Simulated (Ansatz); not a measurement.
**Pt (P6_3/mmc): frozen displacement of one atom**

The task is a frozen displacement of one atom, for Pt (P6_3/mmc).

Program: the Python package of Ansatz 0.2.0. Level of theory: DFT PBEsol, plane waves, PAW. These are calculated values, not measurements.

### Step 1. The system

It takes space group P6_3/mmc (No. 194, hexagonal). Conventional cell: a = 2.761 Å, b = 2.761 Å, c = 4.792 Å, α = 90.00°, β = 90.00°, γ = 120.00°. Pt (site symmetry -6m2) has 12 Pt at 2.76 to 2.88 Å as nearest neighbours.

The script reads pt.extxyz:

```xyz
2
Lattice="2.76066562 0.0 0.0 -1.38033281 2.39080655 0.0 0.0 0.0 4.792134" Properties=species:S:1:pos:R:3 pbc="T T T"
Pt    1.38033282    0.79693551    3.59410050
Pt   -0.00000001    1.59387104    1.19803350
```

### Step 2. The script

The input, push_pt.py:

```python
"""Frozen displacement of one atom in Pt."""

import ansatz as az
import numpy as np

FUNCTIONAL = "pbesol"
ECUT = 450
K_SPACING = 0.24
OCCUPATIONS = "fermi_dirac"
SMEARING_WIDTH = 0.1

structure = az.Crystal.from_extxyz("pt.extxyz")

inverse = np.linalg.inv(np.array(structure.lattice.vectors))
home = np.array(structure.sites[0].position)
values = np.linspace(-0.02, 0.02, 5)
energies, pulls = [], []
for shift in values:
    moved = structure.move(0, to=home + shift * inverse[1])
    model = (
        moved.calculation()
        .functional(FUNCTIONAL)
        .pseudopotentials("paw")
        .basis(ECUT)
        .kpoints(spacing=K_SPACING)
        .occupations(OCCUPATIONS, width=SMEARING_WIDTH)
        .forces()
    )
    summary = model.run().report
    energies.append(summary["free_energy_ev"])
    pulls.append(summary["forces_ev_ang"][0][1])

# the force is minus the slope of the free energy
print("shift (A)   dE (eV)   force along y (eV/A)")
for shift, e, f in zip(values, energies, pulls):
    print(f"{shift:8.3f} {e - energies[2]:10.5f} {f:12.4f}")
print(f"stiffness from energies {2 * np.polyfit(values, energies, 2)[0]:.3f}, from forces {-np.polyfit(values, pulls, 1)[0]:.3f} eV/A^2")
```

### Step 3. The calls as engine input

The package turns the script's settings into the engine's input (first run):

```yaml
crystal:
  lattice:
    - [2.76066562, 0.0, 0.0]
    - [-1.38033281, 2.39080655, 0.0]
    - [0.0, 0.0, 4.792134]
  atoms:
    - { symbol: Pt, position: [0.6624839800025869, 0.3249679527605443, 0.75] }
    - { symbol: Pt, position: [0.3333333311052481, 0.6666666694551259, 0.25] }
basis:
  ecutwfc: 450.0
kpoints:
  mp_grid:
    kspacing: 0.24
hamiltonian:
  xc: pbesol
  pseudopotentials:
    kind: paw
scf:
  occupations:
    method: fermi_dirac
    width: 0.1
output:
  forces: true
```

### Step 4. Running it

Command:

```console
python push_pt.py
```

**Question.** What results will this script give? Wanted: range of energy; lowest point, shift of atom 1 from run 1.

**Answer**, as computed:

```
                                    quantity          value
                               runs compared              5
                             range of energy  0.02 meV/atom
lowest point, shift of atom 1 from run 1 (Å)          0.040
```

**Reading.** The lowest point is at the last value of the scan; the highest lies 0.0 meV/atom above it. Caveats:
- Spin is left out of this run.
- The mesh is modest for a metal, so energies can be off by several to tens of meV an atom and pressures by half a GPa or more; differences at equal mesh fare better.
- In a metal a curvature from energy changes of a few meV or less hangs on mesh and smearing, in size and even in sign.
- Spin-orbit coupling, which matters for elements this heavy, is left out.
- This isn't the structure that Pt takes at ambient conditions.
- All periodic images of the atom move with it, so the curvature is one diagonal element of the zone-centre force constants and no normal mode; a positive value doesn't exclude soft modes in which several atoms move. Whether this is the phase that is stable at ambient conditions was not tested.
